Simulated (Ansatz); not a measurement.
**C₂H₃GaO: an energy map over bond length O1–C2 and bond length O1–H5**

How does the energy of C2H3GaO, SMILES O[C]1=[CH][GaH]1 change over two coordinates at once? A grid of runs gives the map.

Computed with Ansatz 0.2.0. Level: RHF/def2-TZVP.

### 1 Starting geometry

SMILES `O[C]1=[CH][GaH]1`, 7 atoms, charge 0, spin multiplicity 1.

Atoms are counted from 1 here; the program's logs count them from 0.

Bond lengths: O1–C2 1.346 Å, O1–H5 0.976 Å, C2–C3 1.380 Å, C2–Ga4 1.927 Å, C3–Ga4 1.898 Å, C3–H6 1.105 Å, Ga4–H7 1.547 Å. Angles: C2–O1–H5 107.7°, O1–C2–C3 128.7°, O1–C2–Ga4 163.6°, C3–C2–Ga4 67.7°, C2–C3–Ga4 70.0°, C2–C3–H6 132.4°, Ga4–C3–H6 157.6°, C2–Ga4–C3 42.3°, C2–Ga4–H7 156.6°, C3–Ga4–H7 161.1°.

As a file:

```
O    -1.6461    0.7852   -0.1325
C    -0.4354    0.2000   -0.0644
C     0.3561   -0.0214    1.0446
Ga    1.2194   -0.6816   -0.5110
H    -1.9249    0.7808   -1.0678
H     0.2177    0.2091    2.1167
H     2.2745   -1.3400   -1.4315
```

This geometry comes from a loose relaxation at PBE in a small basis, which is not shown.

### 3 Plan of the scan

- bond length O1–C2: 11 values from 1.147 to 1.867 Å
- bond length O1–H5: 11 values from 0.790 to 1.223 Å

Nothing else is relaxed (all other coordinates rigid). Energies count from the relaxed molecule at the same level.

(The set-up runs are not shown.)

### 4 Point bond length O1–C2 = 1.363 Å, bond length O1–H5 = 0.920 Å

Contents of input.yaml:

```yaml
crystal:
  periodic: [false, false, false]
  atoms:
    - { symbol: O, position_ang: [-1.615918, 0.771601, -0.124452] }
    - { symbol: C, position_ang: [-0.390548, 0.177446, -0.067726] }
    - { symbol: C, position_ang: [0.375198, -0.033661, 1.025399] }
    - { symbol: Ga, position_ang: [1.255729, -0.696944, -0.494415] }
    - { symbol: H, position_ang: [-1.918076, 0.78865, -0.99325] }
    - { symbol: H, position_ang: [0.199548, 0.209252, 2.059081] }
    - { symbol: H, position_ang: [2.295034, -1.349011, -1.424463] }
basis:
  gaussian: { orbitals: def2-TZVP }
hamiltonian:
  xc: hf
output:
  forces: true
```

Launch:

```
> ansatz run input.yaml --threads 1 --pin off --max-ram 2560MiB --backend cpu --events-out ev --progress --plain --runs-dir out
```

The session goes on with these runs: the other points that were computed.

**Question.** What will these runs give? Wanted: lowest point; highest computed point; largest force on an atom; dipole moment.

The runs gave:

| quantity | value |
| --- | --- |
| lowest point | bond length O1–C2 = 1.363 Å, bond length O1–H5 = 0.920 Å, 3.1 kJ/mol |
| highest computed point | bond length O1–C2 = 1.867 Å, bond length O1–H5 = 1.223 Å, 366 kJ/mol above the lowest |
| largest force on an atom (eV/Å) | 1.3 at bond length O1–C2 = 1.363 Å, bond length O1–H5 = 0.964 Å to 19.1 at bond length O1–C2 = 1.723 Å, bond length O1–H5 = 0.790 Å; 2.1 at the lowest point |
| dipole moment (D) | 2.12 at bond length O1–C2 = 1.219 Å, bond length O1–H5 = 0.790 Å to 5.21 at bond length O1–C2 = 1.867 Å, bond length O1–H5 = 0.790 Å; 2.44 at the lowest point |
| time for the whole task | 9 min on 1 thread, shared host |

In words: The lowest computed point is at bond length O1–C2 = 1.363 Å, bond length O1–H5 = 0.920 Å, 3.1 kJ/mol from the relaxed molecule at the same level. No other kind of well shows on this grid. The highest computed point, bond length O1–C2 = 1.867 Å, bond length O1–H5 = 1.223 Å, lies 366 kJ/mol above the lowest. Round the minimum the two coordinates are nearly uncoupled.
